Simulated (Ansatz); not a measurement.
# RuC (singlet): from Hartree-Fock to the top rungs, def2-SVP

One table from this session's results is given with a row withheld; the runs are named, their logs left out.

Method: def2-SVP, core rule «outside noble gas», up to 5 orbitals frozen; program: Ansatz 0.2.0, Gaussian basis.

To be run: UHF; CCSD(T) on RHF; CCSD(T) on UHF; CISD; CCSDT(Q) on RHF; CCSDT(Q) on UHF.

12 further runs of the same task are left out: 4 for a known fault of the program, 3 that didn't finish, 5 set aside as unsound or not needed. Runs told in other sessions of the task aren't counted.

**The system**

The geometry is a PBE0/def2-TZVP stationary point (not a proven minimum). No spin-orbit coupling is included. Elements past krypton take def2 core potentials.

2 atoms, charge 0, spin multiplicity 1.

Atoms are counted from 1 here; the program's logs count them from 0.

Bond lengths: Ru1–C2 1.575 Å.

Set-up of the first run:

The input, in.yaml:

```yaml
crystal:
  periodic: [false, false, false]
  atoms:
    - {symbol: Ru, position_ang: [0.000000, 0.000000, 0.000000]}
    - {symbol: C, position_ang: [0.000000, 0.000000, 1.575400]}
basis:
  gaussian: {orbitals: def2-SVP}
magnetization: {spin_polarized: true, initial_magnetization: 0}
hamiltonian: {xc: hf}
output: {orbitals: {seedname: orbitals}}
```

Launch:

```console
$ ansatz run in.yaml --threads 1 --pin off --events-out ev --progress --plain --max-ram 2393MiB
```

Steps of the session up to this table: UHF; CCSD(T) on RHF; CCSD(T) on UHF; CISD; CCSDT(Q) on RHF; CCSDT(Q) on UHF.

One table of the session follows, with a row left open; its other results are not shown here.

It belongs to the step «Misses and costs». 

```
   method  from RCCSDT(Q) (kJ/mol)
      RHF                  +1053.6
      UHF                   +973.1
     RMP2                        ?
    RCCSD                    +72.2
 RCCSD(T)                    +12.7
   RCCSDT                    +14.5
RCCSDT(Q)                        0
```

Estimate the missing values for RMP2.

The run gave: from RCCSDT(Q) (kJ/mol): -70.4. In the column «from RCCSDT(Q) (kJ/mol)» it is the lowest.

Not comparable, so not listed: CCSD(T) on UHF; CCSDT(Q) on UHF (they don't share determinant, frozen orbitals or solution with the rows shown, or repeat one).

Limits of these values: The determinant of HF (⟨S²⟩ 1.74) is far from a pure spin state, so its energy mixes those of several spin states; that is harmless only where they are near-degenerate. Warnings: restricted reference is unstable; spin contamination; large T1 diagnostic.
